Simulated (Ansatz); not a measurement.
# GeCN2 (R-3m) in Ansatz: convergence with k mesh

Aim: find how far k mesh must go before the results for GeCN2 settle, at PBE. This setting moves, with any that are tied to it; all else stays.

All numbers are computed with Ansatz 0.2.0; they aren't measurements. Logs are shortened: lines on timing, memory, paths and dates and some standing lists are left out, and cuts for length are marked.

## Step 1: Starting point

Symmetry: R-3m, No. 166, trigonal system. Conventional cell: a = 3.588 Å, b = 3.588 Å, c = 14.766 Å, α = 90.00°, β = 90.00°, γ = 120.00°. Around Ge (site symmetry -3m) lie 6 N at 2.40 Å. Around N (site symmetry 3m) lie 1 C at 1.24 Å. C (site symmetry -3m) is surrounded by 2 N at 1.24 Å.

The cell comes from a database or a generator and needn't be the stable form of this composition.

## Step 2: With k mesh 3 × 3 × 3

Contents of input.yaml:

```yaml
crystal:
  lattice:
    - [1.7937903697, 1.0356453528, 4.9219572124]
    - [-1.7937903697, 1.0356453528, 4.9219572124]
    - [0.0, -2.0712907056, 4.9219572124]
  atoms:
    - { symbol: Ge, position: [0.0, 0.0, 0.0] }
    - { symbol: "N", position: [0.5839044, 0.5839044, 0.5839044] }
    - { symbol: "N", position: [0.4160956, 0.4160956, 0.4160956] }
    - { symbol: C, position: [0.5, 0.5, 0.5] }
hamiltonian:
  xc: pbe
  pseudopotentials: { kind: nc, source: spms }
kpoints:
  mp_grid: { grid: [3, 3, 3] }
scf:
  occupations: { method: gaussian, width: 0.1 }
output:
  forces: true
  stress: true
  eigenvalues: true
```

Potentials or basis: SPMS NC.

Run with:

```bash
> ansatz run input.yaml --threads 2 --pin off --max-ram 5632MiB --backend cpu --events-out ev --progress --plain --runs-dir out
```

Log:

```text
Warning: RAYON_NUM_THREADS=2 ignored (pool sized by the plan → 2); use --threads N
basis.fft_grid_basis auto: the FFT boxes are laid along the combinations [[1, 0, -1], [0, 1, -1], [0, 0, 1]] of the cell's own vectors, 3.588, 3.588 and 5.340 Å long. The dense box has 40×40×60 points. Along the cell's own vectors, as sized, it would have 60×60×60, 2.25 times as many. Of the 12 symmetry operations that the crystal satisfies within crystal.symmetry.tolerance (time reversal apart; of a slab, those that keep its plane) the dense box along the cell's own vectors carries 12, and the one as laid loses 8 of those. basis.fft_grid_basis: typed keeps the cell's own vectors: state it where this run's energies or levels are differenced outside the engine with another run's, or held beside a run that keeps those vectors.
Engine: ansatz 0.2.0, aarch64-unknown-linux-gnu
Pseudopotentials: kind: nc
Pseudopotential: Ge, nc, valence charge 14, recommended cutoff 680.2846561497 eV (normal), Ge.nc.azcp
Pseudopotential: N, nc, valence charge 5, recommended cutoff 1034.032677347544 eV (normal), N.nc.azcp
Pseudopotential: C, nc, valence charge 4, recommended cutoff 1034.032677347544 eV (normal), C.nc.azcp
Functional definition: PBE
  parameter kappa = 0.804
  parameter beta = 0.06672455060314922
  exchange = pbe_x(kappa = kappa, mu = beta*pi^2/3)
  correlation = pbe_c(beta = beta)
Crystal: 4 atoms, lattice volume = 54.862 Å³
Basis set: ecut = 1034.032677347544 eV, 4111 PW (Γ), FFT grids on a1−a3, a2−a3, a3, exchange–correlation on 80×80×120 points (8 copies of the dense FFT grid, shifted against one another)
Bands: 18, of which v1, the nominal top of the filled ones, is band 14 counted from 1 (13 counted from 0)
Symmetry: 12 space group operations
Space group: R-3m (ITA 166), of the structure as read, at distance tolerance 3.8e-5 Å
k-points: 6 of 27
Non-local potential: Ge, projectors of the file, l = 0: 2, l = 1: 2, l = 2: 2
Non-local potential: N, projectors of the file, l = 0: 2, l = 1: 2
Non-local potential: C, projectors of the file, l = 0: 2, l = 1: 2
Initial density: superposition of atomic densities (chi_scale 0.1, normalization cell, long waves kept (reshape's long-wave potential 0.15 eV rms))
Initial wavefunctions: pseudopotential atomic-orbital guess
Functional: x = pbe(κ = 0.804, μ = 0.2195149727645171), c = pbe(β = 0.06672455060314922)
SCF iter   1: F=—  HF=-2918.024558 eV  |F-HF|=—  |Δ(HF+E_count)|=         —  Δρ=9.29e-2  dr2=4.53e0  ethr=3.10e-3  ⟨swp⟩=6.0  Hψ=590  notcnv=0
preconditioner: auto → none  [insulator: Δε(μ)=2.844 eV  Ē_g=18.715 eV  σ=0.100 eV  W_gap=1.00  n_scr=14 (ndim 8)  ℏωp=26.5 eV  f_vac=0.002  D(μ)=0.00/eV (n_scr^D=0)  ε∞_Penn≈3.0]
SCF iter   2: F=—  HF=-2916.886450 eV  |F-HF|=—  |Δ(HF+E_count)|=    1.14e0  Δρ=5.74e-2  dr2=1.33e0  ethr=3.10e-3  ⟨swp⟩=4.0  Hψ=338  notcnv=0
SCF iter   3: F=—  HF=-2916.588291 eV  |F-HF|=—  |Δ(HF+E_count)|=   2.98e-1  Δρ=1.91e-2  dr2=1.61e-1  ethr=3.10e-3  ⟨swp⟩=2.7  Hψ=212  notcnv=0
SCF iter   4: F=—  HF=-2916.556698 eV  |F-HF|=—  |Δ(HF+E_count)|=   3.16e-2  Δρ=7.09e-3  dr2=2.05e-2  ethr=5.75e-4  ⟨swp⟩=2.0  Hψ=171  notcnv=0
SCF iter   5: F=—  HF=-2916.553879 eV  |F-HF|=—  |Δ(HF+E_count)|=   2.82e-3  Δρ=2.54e-3  dr2=1.60e-3  ethr=7.33e-5  ⟨swp⟩=2.0  Hψ=162  notcnv=0
SCF iter   6: F=—  HF=-2916.553991 eV  |F-HF|=—  |Δ(HF+E_count)|=   1.12e-4  Δρ=3.02e-4  dr2=2.85e-5  ethr=5.71e-6  ⟨swp⟩=2.2  Hψ=157  notcnv=0
SCF iter   7: F=—  HF=-2916.554120 eV  |F-HF|=—  |Δ(HF+E_count)|=   1.29e-4  Δρ=7.72e-5  dr2=1.90e-6  ethr=1.02e-7  ⟨swp⟩=2.5  Hψ=184  notcnv=0
SCF iter   8: F=-2916.554121 eV  HF=-2916.554121 eV  |F-HF|=1.94e-8  |Δ(HF+E_count)|=   5.07e-7  Δρ=7.68e-6  dr2=1.42e-8  ethr=3.57e-10  ⟨swp⟩=6.8  Hψ=707  notcnv=0
SCF 1 converged in 8 iterations: F = -2916.554121 eV  dr2 = 1.42e-8
SCF converged after 8 iterations
Free energy (F): -2916.554121 eV
Harris-Foulkes:  -2916.554121 eV  (|F-HF|=1.94e-8)
Internal energy: -2916.554121 eV  (E = F + TS)
E sigma→0 (E₀):  -2916.554121 eV
Fermi energy:    7.398962 eV
--- Per-component energies (eV) ---
  E_band       = -195.476229
  E_kinetic    = 1853.018940
  E_local      = -2345.661630  (includes V_loc(G=0)·N_el)
  E_nonlocal   = -728.565132
  E_hartree    = 810.540650
  E_xc         = -706.060546
  E_vxc        = -595.350570  (∫ρ·V_xc dr)
  E_ewald      = -1799.826404
  E_smearing   = -0.000000  (= −TS)
  E_closure    = -0.000000  (closes the sum)
  Σ components = -2916.554121   (vs F -2916.554121, Δ=0.00e0)
--- Forces (eV/Å), atoms counted from 1 ---
  atom   1  Ge     0.00000000     0.00000000     0.00000000
  atom   2  N     -0.00000000    -0.00000000     0.04433075
  atom   3  N      0.00000000     0.00000000    -0.04433075
  atom   4  C     -0.00000000    -0.00000000     0.00000000
  max |Σ_I F_I| component: 1.85e-17 eV/Å
--- Stress (GPa, compression-positive) ---
       -0.448514       0.000000       0.000000
        0.000000      -0.448514      -0.000000
        0.000000      -0.000000       0.034192
  P = ⅓ Tr σ = -0.2876 GPa (-2.876 kbar)
--- Band table (eV; the first three rows and the last of 6) ---
  k-point 0: bands = ["-17.7754", "-17.7530", "-17.7530", "-17.7348", "-17.7348", "-12.2463", "-10.1151", "-3.6453", "1.5803", "1.8193", "1.8193", "4.9041", "5.1242", "5.1242", "9.5481", "10.2934", "10.2934", "12.1112"]
  k-point 1: bands = ["-17.7696", "-17.7566", "-17.7503", "-17.7445", "-17.7270", "-11.9905", "-10.0222", "-2.6870", "-0.0872", "1.5778", "1.6941", "3.4090", "4.1029", "4.1840", "9.8297", "11.6197", "11.7390", "12.6386"]
  k-point 2: bands = ["-17.7696", "-17.7568", "-17.7503", "-17.7451", "-17.7269", "-11.9467", "-10.0998", "-2.5110", "0.7080", "0.9776", "1.3461", "1.5667", "5.1933", "6.2285", "9.4309", "10.2861", "11.0401", "12.3208"]
  k-point 5: bands = ["-17.7695", "-17.7568", "-17.7503", "-17.7450", "-17.7270", "-11.8964", "-10.1952", "-2.0859", "-0.1202", "0.5434", "1.4887", "2.6644", "4.6414", "6.3703", "9.6070", "10.1022", "10.5289", "13.2169"]
```

It took 0.91 s on 2 threads of Arm Neoverse V1, shared host; peak memory 0.32 GiB.

Results:

- Free energy: -2916.5541 eV
- Pressure: -0.3 GPa
- Largest force: 0.044 eV/Å
- Band gap on the k mesh: 2.05 eV, indirect (least direct gap 2.78 eV)

## Step 3: With k mesh 4 × 4 × 4

Changes to input.yaml since step 2:

```diff
@@ -14,3 +14,3 @@
 kpoints:
-  mp_grid: { grid: [3, 3, 3] }
+  mp_grid: { grid: [4, 4, 4] }
 scf:
```

Potentials or basis: SPMS NC.

Run with:

```bash
> ansatz run input.yaml --threads 2 --pin off --max-ram 5632MiB --backend cpu --events-out ev --progress --plain --runs-dir out
```

Wall time 1.5 s (2 threads of Arm Neoverse V1, shared host); peak memory 0.35 GiB.

What came out:

| Property | Result |
| --- | --- |
| Free energy | -2916.5221 eV |
| Pressure | 0.1 GPa |
| Largest force | 0.021 eV/Å |
| Band gap on the k mesh | 1.06 eV, indirect (least direct gap 2.05 eV) |

## Step 4: With k mesh 5 × 5 × 5

Changes to input.yaml since step 3:

```diff
@@ -14,3 +14,3 @@
 kpoints:
-  mp_grid: { grid: [4, 4, 4] }
+  mp_grid: { grid: [5, 5, 5] }
 scf:
```

Run with:

```bash
> ansatz run input.yaml --threads 2 --pin off --max-ram 5632MiB --backend cpu --events-out ev --progress --plain --runs-dir out
```

It took 1.9 s on 2 threads of Arm Neoverse V1, shared host; peak memory 0.37 GiB.

What came out:

```
Free energy            : -2916.5354 eV
Pressure               : 0.0 GPa
Largest force          : 0.006 eV/Å
Band gap on the k mesh : 1.45 eV, indirect (least direct gap 2.21 eV)
```

## Step 5: With k mesh 6 × 6 × 6

Changes to input.yaml since step 4:

```diff
@@ -14,3 +14,3 @@
 kpoints:
-  mp_grid: { grid: [5, 5, 5] }
+  mp_grid: { grid: [6, 6, 6] }
 scf:
```

Run with:

```bash
> ansatz run input.yaml --threads 2 --pin off --max-ram 5632MiB --backend cpu --events-out ev --progress --plain --runs-dir out
```

Wall time 3.2 s (2 threads of Arm Neoverse V1, shared host); peak memory 0.39 GiB.

Results:

```
Free energy            : -2916.5319 eV
Pressure               : 0.0 GPa
Largest force          : 0.012 eV/Å
Band gap on the k mesh : 1.05 eV, indirect (least direct gap 2.05 eV)
```

## Step 6: With k mesh 8 × 8 × 8

Changes to input.yaml since step 5:

```diff
@@ -14,3 +14,3 @@
 kpoints:
-  mp_grid: { grid: [6, 6, 6] }
+  mp_grid: { grid: [8, 8, 8] }
 scf:
```

Potentials or basis: SPMS NC.

Run with:

```bash
> ansatz run input.yaml --threads 2 --pin off --max-ram 5632MiB --backend cpu --events-out ev --progress --plain --runs-dir out
```

Wall time 5.8 s (2 threads of Arm Neoverse V1, shared host); peak memory 0.45 GiB.

The run converged. Its results:

| Quantity | Value |
| --- | --- |
| Free energy | -2916.5328 eV |
| Pressure | 0.0 GPa |
| Largest force | 0.010 eV/Å |
| Band gap on the k mesh | 1.05 eV, indirect (least direct gap 1.99 eV) |

## Step 7: With k mesh 10 × 10 × 10

Changes to input.yaml since step 6:

```diff
@@ -14,3 +14,3 @@
 kpoints:
-  mp_grid: { grid: [8, 8, 8] }
+  mp_grid: { grid: [10, 10, 10] }
 scf:
```

Run with:

```bash
> ansatz run input.yaml --threads 2 --pin off --max-ram 5632MiB --backend cpu --events-out ev --progress --plain --runs-dir out
```

It took 9.9 s on 2 threads of Arm Neoverse V1, shared host; peak memory 0.54 GiB.

It converged, with:

* Free energy: -2916.5329 eV
* Pressure: 0.0 GPa
* Largest force: 0.010 eV/Å
* Band gap on the k mesh: 1.05 eV, indirect (least direct gap 1.99 eV)

## Step 8: With k mesh 12 × 12 × 12

Changes to input.yaml since step 7:

```diff
@@ -14,3 +14,3 @@
 kpoints:
-  mp_grid: { grid: [10, 10, 10] }
+  mp_grid: { grid: [12, 12, 12] }
 scf:
```

Run with:

```bash
> ansatz run input.yaml --threads 2 --pin off --max-ram 5632MiB --backend cpu --events-out ev --progress --plain --runs-dir out
```

It took 16 s on 2 threads of Arm Neoverse V1, shared host; peak memory 0.68 GiB.

It converged, with:

* Free energy: -2916.5329 eV
* Pressure: 0.0 GPa
* Largest force: 0.010 eV/Å
* Band gap on the k mesh: 1.05 eV, indirect (least direct gap 1.96 eV)

## Step 9: With k mesh 14 × 14 × 14

Changes to input.yaml since step 8:

```diff
@@ -14,3 +14,3 @@
 kpoints:
-  mp_grid: { grid: [12, 12, 12] }
+  mp_grid: { grid: [14, 14, 14] }
 scf:
```

Potentials or basis: SPMS NC.

Run with:

```bash
> ansatz run input.yaml --threads 2 --pin off --max-ram 5632MiB --backend cpu --events-out ev --progress --plain --runs-dir out
```

It took 25 s on 2 threads of Arm Neoverse V1, shared host; peak memory 0.85 GiB.

Results (log left out):

```
Free energy            : -2916.5329 eV
Pressure               : 0.0 GPa
Largest force          : 0.010 eV/Å
Band gap on the k mesh : 1.05 eV, indirect (least direct gap 1.94 eV)
```

## Step 10: Result

```tsv
k mesh	energy less the tightest run, at zero smearing (meV/atom)	pressure (GPa)	largest force (eV/Å)	gap on the mesh (eV)	SCF cycles	CPU time (s)	peak memory (GiB)
3 × 3 × 3	-5.31	-0.29	0.044	2.052	8	1.6	0.32
4 × 4 × 4	2.69	0.06	0.021	1.059	8	2.7	0.35
5 × 5 × 5	-0.62	-0.03	0.006	1.449	8	3.6	0.37
6 × 6 × 6	0.25	0.01	0.012	1.050	8	5.8	0.39
8 × 8 × 8	0.03	0.00	0.010	1.048	8	11	0.45
10 × 10 × 10	0.01	0.00	0.010	1.051	8	19	0.54
12 × 12 × 12	0.00	0.00	0.010	1.050	8	31	0.68
14 × 14 × 14	0.00	0.00	0.010	1.047	8	49	0.85
```

Against the tightest run, the energy stays within 1 meV/atom from 5 × 5 × 5 on; the pressure stays within 0.1 GPa from 4 × 4 × 4 on; the largest force stays within 0.005 eV/Å from 5 × 5 × 5 on; the gap on the mesh stays within 0.01 eV from 6 × 6 × 6 on. Meshes of other sizes hit other points, so gaps and Fermi surfaces needn't settle smoothly. The tightest run that finished is the yardstick and may itself not be fully converged.
